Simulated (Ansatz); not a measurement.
# Eu2CN2Cl2: how the settings move a relaxation

Question: which choices in the input matter for Eu2CN2Cl2?

Computed with Ansatz 0.2.0 (reference: DFT PBEsol, scalar-relativistic, plane waves, PAW, unless a step's input says otherwise).

3 further runs of the same task are left out: 3 set aside as unsound or not needed. Runs told in other sessions of the task aren't counted.

## (1) Starting point

Symmetry: C2/m, No. 12, monoclinic system. Conventional cell: a = 9.652 Å, b = 4.244 Å, c = 7.246 Å, α = 90.00°, β = 98.00°, γ = 90.00°. Eu (site symmetry m) is surrounded by 3 N at 2.60 to 2.63 Å and 4 Cl at 3.00 to 3.01 Å. C (site symmetry 2/m) is surrounded by 2 N at 1.24 Å. N (site symmetry m) has 1 C at 1.24 Å in its first shell of neighbours. Around Cl (site symmetry m) lie 4 Eu at 3.00 to 3.01 Å.

Structure file:

```cif
data_structure
_symmetry_space_group_name_H-M 'P 1'
_symmetry_Int_Tables_number 1
_cell_length_a 5.2719
_cell_length_b 5.2719
_cell_length_c 7.2464
_cell_angle_alpha 97.321
_cell_angle_beta 97.321
_cell_angle_gamma 47.470
_cell_volume 146.97
loop_
_atom_site_label
_atom_site_type_symbol
_atom_site_fract_x
_atom_site_fract_y
_atom_site_fract_z
_atom_site_occupancy
Eu1 Eu 0.31846 0.31846 0.73039 1
Eu2 Eu 0.68154 0.68154 0.26961 1
C1 C 0.00000 0.00000 0.50000 1
N1 N 0.11630 0.11630 0.44730 1
N2 N 0.88370 0.88370 0.55270 1
Cl1 Cl 0.37050 0.37050 0.14960 1
Cl2 Cl 0.62950 0.62950 0.85040 1
```

## (2) Reference

The input, input.yaml:

```yaml
crystal:
  lattice:
    - [4.82597991, -2.12197634, 0.0]
    - [4.82597991, 2.12197634, 0.0]
    - [-1.0087502, 0.0, 7.17584082]
  atoms:
    - { symbol: Eu, position: [0.31846, 0.31846, 0.73039], spin: 7.41 }
    - { symbol: Eu, position: [0.68154, 0.68154, 0.26961], spin: 7.41 }
    - { symbol: C, position: [0.0, 0.0, 0.5] }
    - { symbol: "N", position: [0.1163, 0.1163, 0.4473] }
    - { symbol: "N", position: [0.8837, 0.8837, 0.5527] }
    - { symbol: Cl, position: [0.3705, 0.3705, 0.1496] }
    - { symbol: Cl, position: [0.6295, 0.6295, 0.8504] }
basis:
  ecutwfc: 420
kpoints:
  mp_grid: { grid: [6, 6, 4] }
hamiltonian:
  xc: pbesol
scf:
  occupations: { method: gaussian, width: 0.02 }
  lower_state_search: "off"
output:
  forces: true
  stress: true
  eigenvalues: true
  populations: true
  hubbard: { sites: [{ species: Eu, l: f }] }
  write_density: true
  write_potential: true
  elf: true
  volumetric_format: npy
magnetization:
  spin_polarized: true
relax:
  adjacent_minimum: "off"
  f_tol: 0.005
  max_steps: 80
  cell: { stress_tol: 0.05 }
```

Started as:

```console
$ ansatz run input.yaml --threads 8 --pin off --max-ram 14336MiB --backend cpu --events-out ev --progress --plain --runs-dir out
```

## (3) Changing settings: mp_grid.grid [5, 5, 3], hubbard.sites [{species: Eu, l: f, u_eff: 6.0}], hubbard.double_counting fll, dr2_threshold 1.0e-11

input.yaml, as its differences from that of step 2:

```diff
@@ -16,5 +16,6 @@
 kpoints:
-  mp_grid: { grid: [6, 6, 4] }
+  mp_grid: { grid: [5, 5, 3] }
 hamiltonian:
   xc: pbesol
+  hubbard: { sites: [{ species: Eu, l: f, u_eff: 6.0 }], double_counting: fll }
 scf:
@@ -22,12 +23,7 @@
   lower_state_search: "off"
+  convergence: { dr2_threshold: 1.0e-11 }
 output:
   forces: true
+  eigenvalues: true
   stress: true
-  eigenvalues: true
-  populations: true
-  hubbard: { sites: [{ species: Eu, l: f }] }
-  write_density: true
-  write_potential: true
-  elf: true
-  volumetric_format: npy
 magnetization:
```

Before running it: what results should come out? Wanted: for each run, ending; energy change; pressure; gap; abs. moment; force.

**Answer**, as computed:

| run | ending | energy change | pressure (GPa) | gap (eV) | abs. moment (μB) | force (eV/Å) | cycles | time |
| --- | --- | --- | --- | --- | --- | --- | --- | --- |
| reference | converged | 0 | 0.0 | 0.68 | 14.18 | 0.00 | - | 22 s |
| 1: mp_grid.grid [5, 5, 3], hubbard.sites [{species: Eu, l: f, u_eff: 6.0}], hubbard.double_counting fll, dr2_threshold 1.0e-11 | converged | +53.5 meV/atom (Hubbard term changed: no physical gain or loss) | 0.0 | 3.00 | 14.21 | 0.00 | - | 16 s |

Times don't compare one to one where runs were asked for different outputs or read a saved state (see the inputs); cycles may leave out searches for a lower state.

**Reading.** Changing the k-point mesh, Hubbard U, double counting of the Hubbard term and convergence setting moves the energy by +53.5 meV/atom, and the gap on the mesh goes from 0.68 to 3.00 eV and the final volume goes from 136.76 to 141.18 Å³. The U term adds an energy of its own, so the shift says nothing about which run is better. A gap read on a mesh depends on which points the mesh holds, and a coarse mesh shifts the density too. A changed U is a change of model: its shifts are not errors of convergence. The gap of the reference lacks spin-orbit coupling, though the cell holds Eu.
